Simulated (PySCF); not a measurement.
**[La(H2CO)]3+: other functionals and bases at one geometry**

Aim: see how levels, charges and forces of [La(H2CO)]3+ depend on the level of theory. It is a constructed species; whether it can be made isn't addressed.

Method: several levels, as the steps say, no spin–orbit coupling; program: PySCF 2.14.0.

3 further runs of the same task are left out: 2 for a known fault of the program, 1 that didn't finish.

## Step 1: The starting structure

5 atoms, charge 3, spin multiplicity 1.

Bond lengths: La1–O2 2.233 Å, O2–C3 1.276 Å, C3–H4 1.123 Å, C3–H5 1.123 Å. Angles: La1–O2–C3 180.0°, O2–C3–H4 119.3°, O2–C3–H5 119.3°, H4–C3–H5 121.4°.

As a file:

| atom | x (Å) | y (Å) | z (Å) |
| --- | --- | --- | --- |
| La1 | 0.0000 | 0.0000 | -0.3226 |
| O2 | 0.0000 | 0.0000 | 1.9103 |
| C3 | 0.0000 | 0.0000 | 3.1861 |
| H4 | 0.9788 | 0.0000 | 3.7356 |
| H5 | -0.9788 | 0.0000 | 3.7356 |

Formal oxidation states: La +3. The 4f shell is empty and lies in the core potential. An earlier session relaxed this geometry at BP86, La lcecp-1-SVP with ECP46, O def2-SVP, C def2-SVP, H def2-SVP (singlet, point group C2v).

At BP86 on the finer grid: E = -144.819384 Eh, HOMO -23.16 eV, LUMO -19.90 eV, Mulliken charge on La1 +2.46 e, largest force component 0.003 eV/Å. The large-core potential holds the 4f shell empty.

Levels to run: PBE0; TPSSh; M06-L; PBE; BP86, TZVP; BP86, x2c-SVP. Hardware: 2 threads of Arm Neoverse V2, shared host.

## Step 2: PBE0

run.py (the lines that set the calculation)

```python
mol = gto.M(atom='''
La     0.00000     0.00000    -0.32257
O      0.00000     0.00000     1.91034
C      0.00000     0.00000     3.18610
H      0.97885     0.00000     3.73564
H     -0.97885     0.00000     3.73564''',
    basis={'La': 'lcecp-1-SVP', 'O': 'def2-SVP', 'C': 'def2-SVP', 'H': 'def2-SVP'},
    ecp={'La': 'lcecp-1-SVP'},
    charge=3, spin=0)
mf = dft.RKS(mol, xc='PBE0')
mf.grids.atom_grid = (75, 302)  # f atoms: unpruned, at least (60, 302)
mf = mf.density_fit()  # fitting sets: La AutoAux, O def2-universal-JKFIT, C def2-universal-JKFIT, H def2-universal-JKFIT
mf.conv_tol = 1e-08; mf.max_cycle = 55
mf.kernel(dm0)  # dm0: the density of the relaxed state
```

Launch:

```
$ OMP_NUM_THREADS=2 python run.py
```

## Step 3: TPSSh

run.py (the lines that set the calculation), as its differences from that of step 2:

```diff
@@ -9,3 +9,3 @@
     charge=3, spin=0)
-mf = dft.RKS(mol, xc='PBE0')
+mf = dft.RKS(mol, xc='TPSSH')
 mf.grids.atom_grid = (75, 302)  # f atoms: unpruned, at least (60, 302)
```

## Step 4: M06-L

run.py (the lines that set the calculation), as its differences from that of step 3:

```diff
@@ -9,3 +9,3 @@
     charge=3, spin=0)
-mf = dft.RKS(mol, xc='TPSSH')
+mf = dft.RKS(mol, xc='M06L')
 mf.grids.atom_grid = (75, 302)  # f atoms: unpruned, at least (60, 302)
```

## Step 5: PBE

run.py (the lines that set the calculation), as its differences from that of step 4:

```diff
@@ -9,3 +9,3 @@
     charge=3, spin=0)
-mf = dft.RKS(mol, xc='M06L')
+mf = dft.RKS(mol, xc='PBE')
 mf.grids.atom_grid = (75, 302)  # f atoms: unpruned, at least (60, 302)
```

## Step 6: BP86, TZVP

Basis: La lcecp-1-TZVP with ECP46, O def2-TZVP, C def2-TZVP, H def2-TZVP. 

run.py (the lines that set the calculation)

```python
mol = gto.M(atom='''
La     0.00000     0.00000    -0.32257
O      0.00000     0.00000     1.91034
C      0.00000     0.00000     3.18610
H      0.97885     0.00000     3.73564
H     -0.97885     0.00000     3.73564''',
    basis={'La': 'lcecp-1-TZVP', 'O': 'def2-TZVP', 'C': 'def2-TZVP', 'H': 'def2-TZVP'},
    ecp={'La': 'lcecp-1-TZVP'},
    charge=3, spin=0)
mf = dft.RKS(mol, xc='B88,P86')
mf.grids.atom_grid = (75, 302)  # f atoms: unpruned, at least (60, 302)
mf = mf.density_fit()  # fitting sets: La AutoAux, O def2-universal-JKFIT, C def2-universal-JKFIT, H def2-universal-JKFIT
mf.conv_tol = 1e-08; mf.max_cycle = 55
mf.kernel(dm0)  # dm0: free metal ions and neutral atoms
```

## Step 7: BP86, x2c-SVP

Basis: La x2c-SVPall, O x2c-SVPall, C x2c-SVPall, H x2c-SVPall. All electrons are treated, with the spin-free X2C Hamiltonian.

run.py (the lines that set the calculation)

```python
mol = gto.M(atom='''
La     0.00000     0.00000    -0.32257
O      0.00000     0.00000     1.91034
C      0.00000     0.00000     3.18610
H      0.97885     0.00000     3.73564
H     -0.97885     0.00000     3.73564''',
    basis={'La': 'x2c-SVPall', 'O': 'x2c-SVPall', 'C': 'x2c-SVPall', 'H': 'x2c-SVPall'},
    nucmod='G',
    charge=3, spin=0)
mf = dft.RKS(mol, xc='B88,P86')
mf.grids.atom_grid = (99, 590)  # f atoms: unpruned, at least (60, 302)
mf = mf.density_fit()  # fitting sets: La AutoAux, O AutoAux, C AutoAux, H AutoAux
mf = mf.sfx2c1e()
mf.conv_tol = 1e-08; mf.max_cycle = 55
mf.kernel(dm0)  # dm0: free metal ions and neutral atoms
```

**Question.** What will these runs give? Wanted: for each run, HOMO; gap; charge on La1; dipole; largest force.

The runs gave:

| level | state | HOMO (eV) | gap (eV) | charge on La1 (e) | dipole (D) | largest force (eV/Å) | basis functions | time |
| --- | --- | --- | --- | --- | --- | --- | --- | --- |
| BP86 (relaxed here) | singlet | -23.16 | 3.25 | 2.46 | 3.90 | 0.00 | 71 | 4.2 s |
| PBE0 | singlet | -24.38 | 5.53 | 2.53 | 3.47 | 0.58 | 71 | 1.9 s |
| TPSSh | singlet | -23.65 | 4.43 | 2.51 | 3.61 | 0.31 | 71 | 2.8 s |
| M06-L | singlet | -23.03 | 3.75 | 2.55 | 3.37 | 1.11 | 71 | 2.9 s |
| PBE | singlet | -23.07 | 3.17 | 2.45 | 3.92 | 0.15 | 71 | 2 s |
| BP86, TZVP | singlet | -23.15 | 3.27 | 2.54 | 3.93 | 0.30 | 121 | 6.7 s |
| BP86, x2c-SVP | singlet | -23.30 | 3.22 | 2.44 | 4.13 | 0.98 | 104 | 14 s |

Times are on 2 threads of Arm Neoverse V2, shared host; the first row also made further properties. The dipole of a charged species depends on the origin, so these sizes hold for this origin alone.

In one basis the HOMO–LUMO gap runs from 3.17 eV (PBE) to 5.53 eV (PBE0). The largest leftover force, 1.11 eV/Å with M06-L, stands at a geometry relaxed at another level. The Mulliken charge on La spans +2.44 to +2.55 e over the levels. With 4f in the core, its levels are missing from HOMO and gap. Total energies of different levels can't be compared. Spin–orbit coupling is left out throughout.
